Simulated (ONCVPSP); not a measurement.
# Pseudopotential generation for Co: ONCV, PBEsol

Aim: build the potential from the settings below, then test how well it stands in for the atom: other configurations, scattering, ghost states and the plane-wave cutoff that it needs.

Program: ONCVPSP 4.0.1.1 (patched build). Reference atom: PBEsol, scalar-relativistic, spherical and spin-unpolarised. All values are calculated.

## (1) Starting point

Typed settings, in words:

- element: cobalt (Co, Z = 27)
- type: optimised norm-conserving Vanderbilt (ONCV)
- frozen core: [Ar]
- valence charge: 9
- reference configuration: 3d7 4s2
- partial waves: 4s: rc 1.85 bohr, ncon 5, nbas 9, qcut 3.6 1/bohr, 3 projectors, debl 1.5 Ha; p scattering state at 0.21 Ha: rc 1.90 bohr, ncon 3, nbas 6, qcut 3.4 1/bohr, 3 projectors, debl 1.2 Ha; 3d: rc 0.80 bohr, ncon 3, nbas 7, qcut 11.8 1/bohr, 2 projectors, debl 1.8 Ha
- local potential: polynomial inside 0.75 bohr (lpopt 4, dvloc0 6 Ha)
- core correction: not asked for

The outer shells as boxes (Hund's rule for the drawing; the calculation is spin-unpolarised):

```
[Ar] core
3d [↑↓][↑↓][↑ ][↑ ][↑ ]
4s [↑↓]
```

An earlier all-electron run gives the scale for the radii.

All-electron outer shells of the reference configuration (PBEsol, scalar-relativistic, ld1.x):

| shell | level (eV) | outermost node (bohr) | outermost maximum (bohr) |
| --- | --- | --- | --- |
| 3p | -65.51 | 0.28 | 0.68 |
| 3d | -8.23 | – | 0.66 |
| 4s | -5.49 | 0.96 | 2.32 |
| 4p | -1.25 | 1.05 | 3.21 |

## (2) Generation

The input, Co.dat:

```
# ATOM AND REFERENCE CONFIGURATION
# atsym  z   nc   nv     iexc    psfile
  Co 27.00    5    2  -116133      upf
#
#   n    l    f
    1    0    2.00
    2    0    2.00
    2    1    6.00
    3    0    2.00
    3    1    6.00
    3    2    7.00
    4    0    2.00
#
# PSEUDOPOTENTIAL AND OPTIMIZATION
# lmax
    2
#
#   l,   rc,      ep,       ncon, nbas, qcut
    0    1.85    0.00    5    9    3.60
    1    1.90    0.21    3    6    3.40
    2    0.80    0.00    3    7   11.80
#
# LOCAL POTENTIAL
# lloc, lpopt,  rc(5),   dvloc0
    4    4    0.75    6.00
#
# VANDERBILT-KLEINMAN-BYLANDER PROJECTORs
# l, nproj, debl
    0    3    1.50
    1    3    1.20
    2    2    1.80
#
# MODEL CORE CHARGE
# icmod, fcfact, rcfact
    0    0.00    0.00
#
# LOG DERIVATIVE ANALYSIS
# epsh1, epsh2, depsh
   -2.00    5.00    0.02
#
# OUTPUT GRID
# rlmax, drl
    6.00    0.01
#
# TEST CONFIGURATIONS
# ncnf
    4
# nvcnf
#   n    l    f
    2
    3    2    7.00
    4    0    1.00
#
    2
    3    2    7.00
    4    0    0.00
#
    2
    3    2    6.00
    4    0    0.00
#
    2
    3    2    5.00
    4    0    0.00
#
```

On the command line:

```sh
$ oncvpsp.x < Co.dat > Co.out
```

**Question.** What will these runs give? Wanted: cutoffs; bound ghosts; GHOST(+) flags; largest miss of a reference level; largest test error; largest phase difference near zero energy, channels read.

The runs gave:

```
                                                quantity                                   value
                                                 cutoffs                          not determined
                                            bound ghosts         s at -102.93 eV, p at -50.55 eV
                                          GHOST(+) flags  s at 1144 eV, p at 234 eV, p at 655 eV
                       largest miss of a reference level                             13 meV (3d)
                            largest test error (AE − PS)  +67 meV, for 3d6 4s0 (1 test unsolved)
largest phase difference near zero energy, channels read                               0.001 rad
```

What this shows: It has a bound ghost (s, p), a state that the atom doesn't have, and that rules the file out. Close by lies the frozen 3s level (-102.1 eV). The worst unpolarised test, 3d6 4s0, is off by 67 meV on 61.6 eV; by total energies transferability rates as fair where solved. That test lies far up in energy; among those under 40 eV, nearer to bonding, the largest error is 6.3 meV. Of the tests 1 gave no usable energy difference, which is a warning in itself. Near zero energy the phases of the channels with partial waves agree within 0.001 rad. The pseudo curves have poles with no partner nearby in the atom's: p at -1.96 Ha, p at -1.86 Ha. The program also flags highly localised states, GHOST(+) (s, p). All of this concerns the isolated atom, not yet a solid.
